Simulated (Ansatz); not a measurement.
# Ru (Ru, dhcp): the cost of one run

Computed with Ansatz 0.2.0 (DFT LDA (PW92), plane waves (420 eV) with PAW, scalar-relativistic; PBE-made PAW files, unless a step says otherwise).

**1. The structure to begin with**

Symmetry: P6_3/mmc, No. 194, hexagonal system. Conventional cell: a = 2.676 Å, b = 2.676 Å, c = 8.741 Å, α = 90.00°, β = 90.00°, γ = 120.00°. Around Ru (site symmetry -3m) lie 12 Ru at 2.68 Å. Ru (site symmetry -6m2) is surrounded by 12 Ru at 2.68 Å.

As a file:

```
Ru
1.0
     2.67630    0.00000    0.00000
    -1.33815    2.31775    0.00000
     0.00000    0.00000    8.74081
Ru
4
Cartesian
  0.0000 0.0000 0.0000
  0.0000 0.0000 4.3704
  0.0000 1.5452 2.1852
  1.3382 0.7726 6.5556
```

**2. Relaxing cell and atoms**

File input.yaml:

```yaml
crystal:
  lattice:
    - [2.6763033576, 0.0, 0.0]
    - [-1.3381516788, 2.317746696, 0.0]
    - [0.0, 0.0, 8.7408067661]
  atoms:
    - { symbol: Ru, position: [0.0, 0.0, 0.0] }
    - { symbol: Ru, position: [0.0, 0.0, 0.5] }
    - { symbol: Ru, position: [0.3333333333, 0.6666666667, 0.25] }
    - { symbol: Ru, position: [0.6666666667, 0.3333333333, 0.75] }
hamiltonian:
  xc: lda
  pseudopotentials:
    kind: paw
    azcp:
      Ru: "pseudopotentials/Ru.paw.azcp"
basis:
  ecutwfc: 420
  fft_grid_basis: typed
kpoints:
  mp_grid: { grid: [13, 13, 4], shift: [0, 0, 0] }
magnetization:
  spin_polarized: false
scf:
  occupations: { method: fermi_dirac, width: 0.1 }
relax:
  max_steps: 60
  f_tol: 0.01
  cell: {}
output:
  write_density: true
  write_potential: true
  elf: true
  volumetric_format: npy
```

What time and memory should one allow on 2 threads of an Arm CPU, shared host?

About 15 s, with a peak of 0.39 GiB.
